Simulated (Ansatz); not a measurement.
# GaH3O: the cost of one run

Method: RKS B3LYP-D4/def2-TZVP, in Ansatz 0.2.0.

## (1) Starting point

Bond lengths: O1–Ga2 1.693 Å, O1–H3 1.006 Å, Ga2–H4 1.522 Å, Ga2–H5 1.083 Å. Angles: O1–Ga2–H4 130.4°, O1–Ga2–H5 107.7°, H4–Ga2–H5 121.3°, Ga2–O1–H3 93.5°.

Structure file:

```xyz
5

O     0.9929   -0.6523    0.5170
Ga   -0.1198    0.3939   -0.2137
H     0.2817   -1.2918    0.8277
H    -1.4315    0.0966   -0.9267
H     0.3266    1.3800   -0.2457
```

## (2) End point A

input.yaml reads:

```yaml
crystal:
  periodic: [false, false, false]
  atoms:
    - { symbol: O, position_ang: [0.9929, -0.6523, 0.517] }
    - { symbol: Ga, position_ang: [-0.1198, 0.3939, -0.2137] }
    - { symbol: H, position_ang: [0.2817, -1.2918, 0.8277] }
    - { symbol: H, position_ang: [-1.4315, 0.0966, -0.9267] }
    - { symbol: H, position_ang: [0.3266, 1.38, -0.2457] }
basis:
  gaussian: { orbitals: def2-TZVP }
hamiltonian:
  xc: b3lyp
  dispersion: d4
relax:
  f_tol: 0.02
  max_steps: 50
```

Command:

```sh
$ ansatz run input.yaml --threads 2 --pin off --max-ram 3072MiB --backend cpu --events-out ev --progress --plain --runs-dir out
```

**Question.** How long does this run take on 2 threads of Arm Neoverse V1, shared host, and how much memory does it need?

About 10 s, with a peak of 0.15 GiB.
